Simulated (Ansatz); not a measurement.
Run this with Ansatz's Python interface and show what comes out.

The script, `pbs.py`:
```python
import ansatz as az
import numpy as np

vectors = np.array([
    [0.0, 2.96575, 2.96575],
    [2.96575, 0.0, 2.96575],
    [2.96575, 2.96575, 0.0],
])
system = (
    az.Lattice.of(vectors)
    .atom("Pb", (0.0, 0.0, 0.0))
    .atom("S", (0.5, 0.5, 0.5))
)

calc = (
    system.calculation()
    .kpoints(6, 6, 6)
    .functional("pbe")
    .pseudopotentials("paw")
    .basis(34 * az.Ry)
    .occupations("fixed")
)
done = calc.band_table().run(threads=1, backend="cpu")
report = done.report
levels = np.array(report["eigenvalues_ev"])
filled = round(report["n_electrons"] / 2)
edges = {"top filled band": (filled - 1, levels[:, filled - 1].argmax()), "lowest empty band": (filled, levels[:, filled].argmin())}
gap = levels[:, filled].min() - levels[:, filled - 1].max()
print(f"gap on the mesh {gap:.3f} eV")
if gap <= 0.05:
    print("no gap: band-edge masses have no meaning here")
    edges = {}
reciprocal = 2 * np.pi * np.linalg.inv(done.lattice.cell_ang).T
step = 0.01  # 1/A

pairs = [(0, 1), (0, 2), (1, 2)]
moves = [sign * axis for axis in np.eye(3) for sign in (-1, 1)]
moves += [s1 * np.eye(3)[i] + s2 * np.eye(3)[j] for i, j in pairs for s1 in (1, -1) for s2 in (1, -1)]
for name, (band, index) in edges.items():
    together = int(np.sum(np.abs(levels[index] - levels[index, band]) < 2e-3))
    print(name, "at k =", np.round(report["kpoints_frac"][index], 4), f"E = {levels[index, band]:.4f} eV, degeneracy {together}")
    centre = np.array(report["kpoints_frac"][index]) @ reciprocal
    points = [centre] + [centre + step * move for move in moves]
    table = calc.band_structure(points, intervals=1, cartesian=True).run(threads=1, backend="cpu").band_structure().channels[0].eigenvalues_ev
    if together > 1:
        level = np.flatnonzero(np.abs(levels[index] - levels[index, band]) < 2e-3)
        along = (table[1, level] + table[2, level] - 2 * table[0, level]) / step ** 2
        print("  degenerate level, no single mass tensor; masses of its branches along x:", np.round(7.61996 / along, 3), "m_e")
        continue
    e = table[:, band]
    hessian = np.diag((e[1:7:2] + e[2:7:2] - 2 * e[0]) / step ** 2)
    for (i, j), (pp, pm, mp, mm) in zip(pairs, e[7:].reshape(3, 4)):
        hessian[i, j] = hessian[j, i] = (pp - pm - mp + mm) / (4 * step ** 2)
    curvatures, axes = np.linalg.eigh(hessian)
    slope = (e[2:7:2] - e[1:7:2]) / (2 * step)
    print("  slope (eV A):", np.round(slope, 3) + 0.0, "" if np.abs(slope).max() < 0.05 else "- no extremum here, so these are local curvatures and no band-edge masses")
    for curvature, axis in zip(curvatures, axes.T):
        print(f"  principal mass {7.61996 / curvature:8.3f} m_e along", np.round(axis, 2) + 0.0)
```

```console
$ python pbs.py
gap on the mesh 0.358 eV
top filled band at k = [ 0.   0.  -0.5] E = 8.4539 eV, degeneracy 1
  slope (eV A): [0. 0. 0.]
  principal mass   -0.117 m_e along [ 0.81 -0.34  0.47]
  principal mass   -0.117 m_e along [ 0.07 -0.74 -0.67]
  principal mass   -0.136 m_e along [-0.58 -0.58  0.58]
lowest empty band at k = [ 0.   0.  -0.5] E = 8.8123 eV, degeneracy 1
  slope (eV A): [0. 0. 0.]
  principal mass    0.156 m_e along [-0.81  0.29 -0.52]
  principal mass    0.156 m_e along [-0.13  0.76  0.63]
  principal mass    0.119 m_e along [-0.58 -0.58  0.58]
```

Caveats:
- Spin-orbit coupling, left out here, can change this gap by several tenths of an eV, and inverted bands can meet off the mesh.
- The computed bands are complete only to about 5.2 eV above the Fermi level.
- Of the deposited cell: the entry's cell lengths or inner coordinates differ somewhat from later room-temperature determinations.
- The structure is a deposited one; some such entries were measured under pressure or heat, so a shift against it needn't be the functional's error alone.
- Levels are Kohn-Sham eigenvalues on this mesh, without spin-orbit coupling.
- The masses are finite-difference curvatures at extrema found on a coarse mesh, which needn't be the true band edges; a step that is long against the gap makes them too heavy. Negative values are curvatures of valence bands (the hole mass is their size). Spin-orbit coupling is left out, and light masses scale with the Kohn-Sham gap.
- Wall time of the script: 7 s on 1 thread of Arm Neoverse N1, on a shared host, peak memory 0.36 GiB.
